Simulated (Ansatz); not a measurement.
# Sn3GeTe4: the cost of one run

Method: DFT r2SCAN, scalar-relativistic, plane waves, PAW, in Ansatz 0.2.0.

1 further run of the same task is left out (it didn't finish). Runs told in other sessions of the task aren't counted.

## (1) Starting point

The structure is trigonal, space group R3m (No. 160). Conventional cell: a = 8.941 Å, b = 8.941 Å, c = 11.234 Å, α = 90.00°, β = 90.00°, γ = 120.00°. Sn (site symmetry m) has 6 Te at 3.10 to 3.28 Å in its first shell of neighbours. Ge (site symmetry 3m) is surrounded by 3 Te at 2.86 Å. Around Te (site symmetry 3m) lie 6 Sn at 3.10 to 3.28 Å. Te (site symmetry m) has 1 Ge at 2.86 Å and 4 Sn at 3.12 to 3.27 Å in its first shell of neighbours.

Coordinates:

```xyz
8
Lattice="4.4707 2.5812 3.7447 -4.4707 2.5812 3.7447 0.0000 -5.1624 3.7447" Properties=species:S:1:pos:R:3 pbc="T T T"
Sn    0.0000   -2.5791    7.4263
Sn   -2.2335    1.2895    7.4263
Sn    2.2335    1.2895    7.4263
Ge    0.0000    0.0000   10.9118
Te    0.0000    0.0000    5.7101
Te    0.0000   -2.6744    2.0065
Te   -2.3161    1.3372    2.0065
Te    2.3161    1.3372    2.0065
```

It is the end of an earlier relaxation with the same method, from a generated guess; it needn't be the stable form of this composition. At a tolerance of 0.02 Å it has space group R3m (No. 160); it has 32.41 Å³/atom, an uncorrected energy of -0.23 eV/atom over the elements and, on its mesh, gap 0.22 eV.

## (2) Level of theory: r2SCAN

Contents of input.yaml:

```yaml
crystal:
  lattice:
    - [4.4707286542, 2.5811763919, 3.7446587712]
    - [-4.4707286542, 2.5811763919, 3.7446587712]
    - [0.0, -5.1623527839, 3.7446587712]
  atoms:
    - { symbol: Sn, position: [0.494530664, 0.494530664, 0.9941219444] }
    - { symbol: Sn, position: [0.494530664, 0.9941219444, 0.494530664] }
    - { symbol: Sn, position: [0.9941219444, 0.494530664, 0.494530664] }
    - { symbol: Ge, position: [0.9713189401, 0.9713189401, 0.9713189401] }
    - { symbol: Te, position: [0.5082842932, 0.5082842932, 0.5082842932] }
    - { symbol: Te, position: [0.0059203443, 0.0059203443, 0.5239857514] }
    - { symbol: Te, position: [0.0059203443, 0.5239857514, 0.0059203443] }
    - { symbol: Te, position: [0.5239857514, 0.0059203443, 0.0059203443] }
basis:
  ecutwfc: 500
kpoints:
  mp_grid: { grid: [6, 6, 6] }
  band_path:
    path:
      - [[0.0, 0.0, 0.0], [0.5, 0.5, 0.5], [0.51658115, 0.48341885, 0.5]]
      - [[0.5, -0.48341885, 0.48341885], [0.5, 0.0, 0.0], [0.0, 0.0, 0.0], [0.49170942, -0.49170942, 0.0]]
      - [[0.50829058, 0.0, 0.49170942], [0.5, 0.0, 0.5], [0.0, 0.0, 0.0]]
    npoints: 14
hamiltonian:
  xc: r2scan
scf:
  occupations: { method: gaussian, width: 0.01 }
  n_extra_bands: 20
output:
  forces: true
  stress: true
  eigenvalues: true
  populations: true
  dos: { projected: true, de: 0.02, nscf_kmesh: { grid: [8, 8, 8] } }
  bader: true
```

The run is started by

```console
ansatz run input.yaml --threads 4 --pin off --max-ram 8192MiB --backend cpu --events-out ev --progress --plain --runs-dir out
```

**Question.** How long does this run take on 4 threads of Intel Xeon 6975P-C (Granite Rapids), shared host, and how much memory does it need?

About 2 min, with a peak of 2.3 GiB.
